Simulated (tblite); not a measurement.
# C3H10O2Si: the cost of one run

Programs: tblite 0.8.0 and PySCF 2.14.0. All values are calculated, for the isolated system unless a continuum is named. Atoms count from 0, parts from 1.

## Step 1: Starting point

16 atoms, charge 0, multiplicity 1; geometry: distance geometry start.

## Step 2: Geometry optimisation with GFN2-xTB

What the job is given:

```
{"job": {"kind": "relax", "xc": "GFN2-xTB", "basis": "xTB"}, "charge": 0, "multiplicity": 1}
C      1.107851     0.054438    -0.604310
C      1.473478     0.353485    -1.981928
C      0.884872    -1.380069    -0.479138
Si     0.400101    -1.864836     1.226305
O      2.143837     0.466278     0.210059
O     -0.037655     0.771665    -0.295439
H      0.609832     0.485195    -2.548409
H      2.039524    -0.453093    -2.371882
H      2.021001     1.237972    -2.015415
H      0.096407    -1.661714    -1.119278
H      1.730484    -1.881867    -0.735535
H      1.352783    -2.798888     1.763142
H     -0.882713    -2.461389     1.236074
H      0.391854    -0.705761     2.065671
H      2.106382     1.171978     0.883915
H     -0.514233     1.342985    -0.898400
```

With the program's defaults for keys left out, this is: GFN2-xTB geometry optimisation, gas phase.

On the command line:

```console
> OMP_NUM_THREADS=1 python cluster_run.py task.json out
```

One launch serves the whole session: the jobs run in the order shown.

Q: Estimate the wall time of this first job on 1 thread of AMD EPYC 7R43, shared host.

About 4.5 s.
